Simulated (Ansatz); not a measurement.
# HfF+ (quintet): the correlation ladder, def2-TZVPP

An exercise on one series of results from a longer session: the logs are not shown, and one member is left open.

Program: Ansatz 0.2.0, Gaussian basis. Level of theory: def2-TZVPP, core rule «outside noble gas», up to 5 orbitals frozen. These are calculated values, not measurements.

The runs, in order: UHF; ROHF; CCSD(T) on UHF.

2 further runs of the same task are left out: 2 set aside as unsound or not needed.

## The geometry

The geometry is a PBE0/def2-TZVP stationary point (not a proven minimum) of the parent state, kept for this charge and spin. No spin-orbit coupling is included. Elements past krypton take def2 core potentials.

2 atoms, charge 1, spin multiplicity 5.

Atoms are counted from 1 here; the program's logs count them from 0.

Bond lengths: Hf1–F2 1.816 Å.

The first run:

The input, in.yaml:

```yaml
crystal:
  periodic: [false, false, false]
  atoms:
    - {symbol: Hf, position_ang: [0.000000, 0.000000, 0.000000]}
    - {symbol: F, position_ang: [0.000000, 0.000000, 1.816400]}
basis:
  gaussian: {orbitals: def2-TZVPP}
total_charge: 1
magnetization: {spin_polarized: true, initial_magnetization: 4}
hamiltonian: {xc: hf}
output: {orbitals: {seedname: orbitals}}
```

Started as:

```bash
> ansatz run in.yaml --threads 1 --pin off --events-out ev --progress --plain --max-ram 4096MiB --backend cpu
```

Among the steps run: UHF; ROHF; CCSD(T) on UHF.

One of the session's tables, all rows but one given; the rest of the session is left out.

It belongs to the step «Misses and costs». 

```
  method  from UCCSD(T) (kJ/mol)
    ROHF                       ?
     UHF                  +628.8
    UMP2                   +56.2
   UCCSD                   +12.0
UCCSD(T)                       0
```

Estimate the missing values for ROHF.

As computed: from UCCSD(T) (kJ/mol): +653.2. In the column «from UCCSD(T) (kJ/mol)» it is the highest.
